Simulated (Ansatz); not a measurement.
# FGeH6PSi: the cost of one run

All numbers are computed with the Python package of Ansatz 0.2.0. Level of theory: B3LYP/def2-SVP.

## Step 1: The system

Bond lengths: F1–Si2 1.633 Å, Si2–P3 2.196 Å, Si2–Ge4 2.333 Å, Si2–H5 1.488 Å, P3–H6 1.464 Å, P3–H7 1.506 Å, Ge4–H8 1.562 Å, Ge4–H9 1.603 Å, Ge4–H10 1.476 Å. Angles (14 of 15 angles, heavy atoms first): F1–Si2–P3 109.9°, F1–Si2–Ge4 109.8°, P3–Si2–Ge4 108.6°, F1–Si2–H5 110.1°, P3–Si2–H5 109.3°, Ge4–Si2–H5 109.1°, Si2–P3–H6 94.6°, Si2–P3–H7 94.1°, Si2–Ge4–H8 107.1°, Si2–Ge4–H9 108.1°, Si2–Ge4–H10 111.9°, H6–P3–H7 92.8°, H8–Ge4–H9 107.8°, H8–Ge4–H10 110.2°.

No structure file is read: the coordinates are typed or built in the script.

## Step 2: The code

File opt_fgeh6psi.py:

```python
import ansatz
import numpy as np

GEOMETRY = """
F    -2.30230    0.41690   -0.44710
Si   -0.71970    0.22240   -0.79820
P     0.33010    2.14170   -0.60610
Ge    0.23810   -1.30200    0.68570
H    -0.56320   -0.28570   -2.18800
H     0.27300    2.15990    0.85640
H     1.70010    1.51590   -0.61860
H    -0.55320   -2.64150    0.54170
H     0.01040   -0.75740    2.17640
H     1.66980   -1.52140    0.40080
"""


def main() -> None:
    mol = ansatz.Crystal.molecule()
    for line in GEOMETRY.strip().splitlines():
        symbol, *xyz = line.split()
        mol = mol.atom(symbol, [float(v) for v in xyz])

    calc = (
        mol.calculation()
        .basis(gaussian="def2-SVP")
        .functional("b3lyp")
    )
    symbols = [site.symbol for site in mol.cartesian_sites]
    start = np.array([site.position_ang for site in mol.cartesian_sites], dtype=float)
    r = calc.relax(force_tolerance=0.02, max_steps=100).run(threads=1).report
    end = np.array(r["positions_ang"])

    print("reference energy %16.6f eV" % r["reference_energy_ev"])
    print("total energy     %16.6f eV" % r["free_energy_ev"])
    print("occupied (up, down):", r["n_occupied"], " virtual:", r["n_virtual"], " frozen:", r["n_frozen"])

    print("final positions (A) and the move of each atom")
    for symbol, xyz, old in zip(symbols, end, start):
        print(f"{symbol:2s} {xyz[0]:10.5f} {xyz[1]:10.5f} {xyz[2]:10.5f}   {np.linalg.norm(xyz - old):7.4f}")

    charges = r["charge_distribution"]
    dipole = np.array(charges["dipole_moment_e_ang"]) * 4.803205
    print("dipole (D): {:.3f} {:.3f} {:.3f}, length {:.3f}".format(*dipole, np.linalg.norm(dipole)))
    print("atom  Mulliken   Lowdin")
    for symbol, m, l in zip(symbols, charges["mulliken_charges_e"], charges["lowdin_charges_e"]):
        print(f"{symbol:4s} {m:9.3f} {l:8.3f}")


if __name__ == "__main__":
    main()
```

## Step 3: What the engine is handed

The engine receives this input:

```yaml
crystal:
  periodic: [false, false, false]
  atoms:
    - { symbol: F, position_ang: [-2.3023, 0.4169, -0.4471] }
    - { symbol: Si, position_ang: [-0.7197, 0.2224, -0.7982] }
    - { symbol: P, position_ang: [0.3301, 2.1417, -0.6061] }
    - { symbol: Ge, position_ang: [0.2381, -1.302, 0.6857] }
    - { symbol: H, position_ang: [-0.5632, -0.2857, -2.188] }
    - { symbol: H, position_ang: [0.273, 2.1599, 0.8564] }
    - { symbol: H, position_ang: [1.7001, 1.5159, -0.6186] }
    - { symbol: H, position_ang: [-0.5532, -2.6415, 0.5417] }
    - { symbol: H, position_ang: [0.0104, -0.7574, 2.1764] }
    - { symbol: H, position_ang: [1.6698, -1.5214, 0.4008] }
basis:
  gaussian:
    orbitals: def2-SVP
hamiltonian:
  xc: b3lyp
relax:
  f_tol: 0.02
  max_steps: 100
```

## Step 4: The run

Started as:

```
> python opt_fgeh6psi.py
```

Q: Estimate wall time and peak memory on 1 thread of Intel Xeon Platinum 8259CL at 2.50GHz (Skylake/Cascade Lake), shared host.

About 77 s, with a peak of 0.35 GiB.
